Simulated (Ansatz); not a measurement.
# TlB2: the cost of one run

Method: DFT PBE, scalar-relativistic, plane waves, PAW, in Ansatz 0.2.0.

## 1. Starting point

The structure is cubic, space group Fd-3m (No. 227). Conventional cell: a = 6.974 Å, b = 6.974 Å, c = 6.974 Å, α = 90.00°, β = 90.00°, γ = 90.00°. Around Tl (site symmetry -43m) lie 12 B at 2.89 Å and 4 Tl at 3.02 Å. B (site symmetry -3m) has 6 B at 2.47 Å and 6 Tl at 2.89 Å as nearest neighbours.

Coordinates:

```cif
data_structure
_symmetry_space_group_name_H-M 'Fd-3m:1'
_symmetry_Int_Tables_number 227
_cell_length_a 6.9743
_cell_length_b 6.9743
_cell_length_c 6.9743
_cell_angle_alpha 90.000
_cell_angle_beta 90.000
_cell_angle_gamma 90.000
_cell_volume 339.24
loop_
_atom_site_label
_atom_site_type_symbol
_atom_site_symmetry_multiplicity
_atom_site_Wyckoff_symbol
_atom_site_fract_x
_atom_site_fract_y
_atom_site_fract_z
_atom_site_occupancy
Tl1 Tl 8 b 0.00000 0.00000 0.50000 1
B1 B 16 c 0.12500 0.12500 0.12500 1
```

This is candidate A: cubic Laves (C15) type (Fd-3m, No. 227).

(A quick probe on a coarse mesh, which set the mesh and smearing, is not shown.)

## 3. Relaxing cell and atoms (candidate A)

File input.yaml:

```yaml
crystal:
  lattice:
    - [0.0, 3.4871661574, 3.4871661574]
    - [3.4871661574, 0.0, 3.4871661574]
    - [3.4871661574, 3.4871661574, 0.0]
  atoms:
    - { symbol: Tl, position: [0.0, 0.0, 0.0] }
    - { symbol: Tl, position: [0.25, 0.25, 0.25] }
    - { symbol: B, position: [0.625, 0.625, 0.625] }
    - { symbol: B, position: [0.125, 0.625, 0.625] }
    - { symbol: B, position: [0.625, 0.625, 0.125] }
    - { symbol: B, position: [0.625, 0.125, 0.625] }
basis:
  ecutwfc: 420
kpoints:
  mp_grid: { grid: [10, 10, 10] }
hamiltonian:
  xc: pbe
scf:
  occupations: { method: gaussian, width: 0.1 }
output:
  forces: true
  stress: true
  eigenvalues: true
  write_density: true
  write_potential: true
  elf: true
  volumetric_format: npy
relax:
  adjacent_minimum: "off"
  f_tol: 0.01
  max_steps: 80
  cell: { stress_tol: 0.05 }
```

The run is started by

```console
> ansatz run input.yaml --threads 1 --pin off --max-ram 2560MiB --backend cpu --events-out ev --progress --plain --runs-dir out
```

Q: Estimate wall time and peak memory on 1 thread of Arm Neoverse V2, shared host.

About 21 s, with a peak of 0.4 GiB.
